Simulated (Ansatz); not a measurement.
# TiC (Khamrabaevite): the cost of one run

Computed with Ansatz 0.2.0 (DFT, PBE, plane-wave PAW, default files, scalar-relativistic, unless a step's input says otherwise).

## (1) The structure to begin with

Symmetry: Fm-3m, No. 225, cubic system. The conventional cell has a = 4.328 Å, b = 4.328 Å, c = 4.328 Å, α = 90.00°, β = 90.00°, γ = 90.00°. Ti (site symmetry m-3m) has 6 C at 2.16 Å as nearest neighbours. C (site symmetry m-3m) has 6 Ti at 2.16 Å as nearest neighbours.

Structure file:

```cif
data_structure
_symmetry_space_group_name_H-M 'Fm-3m'
_symmetry_Int_Tables_number 225
_cell_length_a 4.3280
_cell_length_b 4.3280
_cell_length_c 4.3280
_cell_angle_alpha 90.000
_cell_angle_beta 90.000
_cell_angle_gamma 90.000
_cell_volume 81.07
loop_
_atom_site_label
_atom_site_type_symbol
_atom_site_symmetry_multiplicity
_atom_site_Wyckoff_symbol
_atom_site_fract_x
_atom_site_fract_y
_atom_site_fract_z
_atom_site_occupancy
Ti1 Ti 4 a 0.00000 0.00000 0.00000 1
C1 C 4 b 0.50000 0.00000 0.00000 1
```

## (2) Gradients at the starting positions

input.yaml

```yaml
crystal:
  lattice:
    - [0.0, 2.164, 2.164]
    - [2.164, 0.0, 2.164]
    - [2.164, 2.164, 0.0]
  atoms:
    - { symbol: Ti, position: [0.0, 0.0, 0.0] }
    - { symbol: C, position: [0.5, 0.5, 0.5] }
kpoints:
  mp_grid: { grid: [17, 17, 17] }
scf:
  occupations: { method: fermi_dirac, width: 0.02 }
hamiltonian:
  xc: pbe
  pseudopotentials: { kind: paw }
output:
  forces: true
  stress: true
  populations: true
  efg: { quadrupole_moments_barn: { Ti: 0.247 }, contact_densities: true }
```

Run with:

```
ansatz run input.yaml --threads 1 --pin off --max-ram 3072MiB --backend cpu --events-out ev --progress --plain --runs-dir out
```

What time and memory should one allow on 1 thread of Intel Xeon 6975P-C (Granite Rapids), shared host?

About 2.6 s, with a peak of 0.39 GiB.
